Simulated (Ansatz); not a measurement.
# AsH3: the cost of one run

Computed with Ansatz 0.2.0 (DFT PBE, scalar-relativistic, plane waves, PAW, unless a step's input says otherwise).

## 1. The structure to begin with

The structure is tetragonal, space group I4/mmm (No. 139). The conventional cell has a = 3.825 Å, b = 3.825 Å, c = 8.543 Å, α = 90.00°, β = 90.00°, γ = 90.00°. Around H (site symmetry 4/mmm) lie 4 As at 2.70 Å and 8 H at 2.87 Å. Around H (site symmetry -4m2) lie 8 H at 2.70 to 2.87 Å and 4 As at 2.87 Å. Around As (site symmetry 4/mmm) lie 12 H at 2.70 to 2.87 Å.

Coordinates:

```xyz
4
Lattice="-1.9123 1.9123 4.2716 1.9123 -1.9123 4.2716 1.9123 1.9123 -4.2716" Properties=species:S:1:pos:R:3 pbc="T T T"
H     0.0000    0.0000    4.2716
H     1.9123    0.0000    2.1358
H     0.0000    1.9123    2.1358
As    0.0000    0.0000    0.0000
```

This is candidate A: TiAl3 (D0_22) type (I4/mmm, No. 139).

(A quick probe on a coarse mesh, which set the mesh and smearing, is not shown.)

## 3. Coarse relaxation (candidate A)

Contents of input.yaml:

```yaml
crystal:
  lattice:
    - [-1.9122867112, 1.9122867112, 4.2716014848]
    - [1.9122867112, -1.9122867112, 4.2716014848]
    - [1.9122867112, 1.9122867112, -4.2716014848]
  atoms:
    - { symbol: H, position: [0.5, 0.5, 0.0] }
    - { symbol: H, position: [0.25, 0.75, 0.5] }
    - { symbol: H, position: [0.75, 0.25, 0.5] }
    - { symbol: As, position: [0.0, 0.0, 0.0] }
basis:
  ecutwfc: 420
kpoints:
  mp_grid: { grid: [6, 6, 6] }
hamiltonian:
  xc: pbe
scf:
  occupations: { method: gaussian, width: 0.1 }
  lower_state_search: "off"
output:
  forces: true
  stress: true
  eigenvalues: true
relax:
  adjacent_minimum: "off"
  f_tol: 0.04
  max_steps: 70
  cell: { stress_tol: 0.4 }
```

Run with:

```console
$ ansatz run input.yaml --threads 1 --pin off --max-ram 2560MiB --backend cpu --events-out ev --progress --plain --runs-dir out
```

**Question.** How long does this run take on 1 thread of Intel Xeon Platinum 8488C (Sapphire Rapids), shared host, and how much memory does it need?

About 12 s, with a peak of 0.38 GiB.
